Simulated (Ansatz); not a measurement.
# C3H6OSi: the cost of one run

Method: RKS r2SCAN-D4/def2-SVP, in Ansatz 0.2.0.

## (1) Starting point

Bond lengths: C1–C2 1.151 Å, C2–Si3 1.866 Å, Si3–C4 1.895 Å, C4–O5 1.500 Å, C1–H6 1.125 Å, Si3–H7 1.547 Å, Si3–H8 1.449 Å, C4–H9 1.078 Å, C4–H10 1.042 Å, O5–H11 1.006 Å. Angles (14 of 15 angles, heavy atoms first): C1–C2–Si3 178.4°, C2–Si3–C4 112.7°, Si3–C4–O5 113.5°, C2–C1–H6 175.4°, C2–Si3–H7 108.9°, C2–Si3–H8 111.8°, C4–Si3–H7 105.7°, C4–Si3–H8 111.6°, Si3–C4–H9 108.2°, Si3–C4–H10 108.8°, O5–C4–H9 106.7°, O5–C4–H10 105.5°, C4–O5–H11 106.7°, H7–Si3–H8 105.6°.

As a file:

```xyz
11

C    -1.4706    0.8466    2.0617
C    -0.7329    0.2379    1.4206
Si    0.4739   -0.7782    0.4239
C     0.8339   -0.0256   -1.2779
O    -0.3874    0.1293   -2.1349
H    -2.2204    1.4802    2.6119
H     1.8328   -0.8121    1.1632
H     0.0536   -2.1609    0.3186
H     1.2368    0.9633   -1.1300
H     1.4630   -0.6693   -1.8030
H    -1.0175    0.7318   -1.6336
```

## (2) Relaxing end A

The input, input.yaml:

```yaml
crystal:
  periodic: [false, false, false]
  atoms:
    - { symbol: C, position_ang: [-1.4706, 0.8466, 2.0617] }
    - { symbol: C, position_ang: [-0.7329, 0.2379, 1.4206] }
    - { symbol: Si, position_ang: [0.4739, -0.7782, 0.4239] }
    - { symbol: C, position_ang: [0.8339, -0.0256, -1.2779] }
    - { symbol: O, position_ang: [-0.3874, 0.1293, -2.1349] }
    - { symbol: H, position_ang: [-2.2204, 1.4802, 2.6119] }
    - { symbol: H, position_ang: [1.8328, -0.8121, 1.1632] }
    - { symbol: H, position_ang: [0.0536, -2.1609, 0.3186] }
    - { symbol: H, position_ang: [1.2368, 0.9633, -1.13] }
    - { symbol: H, position_ang: [1.463, -0.6693, -1.803] }
    - { symbol: H, position_ang: [-1.0175, 0.7318, -1.6336] }
basis:
  gaussian: { orbitals: def2-SVP }
hamiltonian:
  xc: r2scan
  dispersion: d4
relax:
  f_tol: 0.015
  max_steps: 40
```

On the command line:

```bash
$ ansatz run input.yaml --threads 2 --pin off --max-ram 3072MiB --backend cpu --events-out ev --progress --plain --runs-dir out
```

**Question.** How long does this run take on 2 threads of Arm Neoverse V2, shared host, and how much memory does it need?

About 24 s, with a peak of 0.16 GiB.
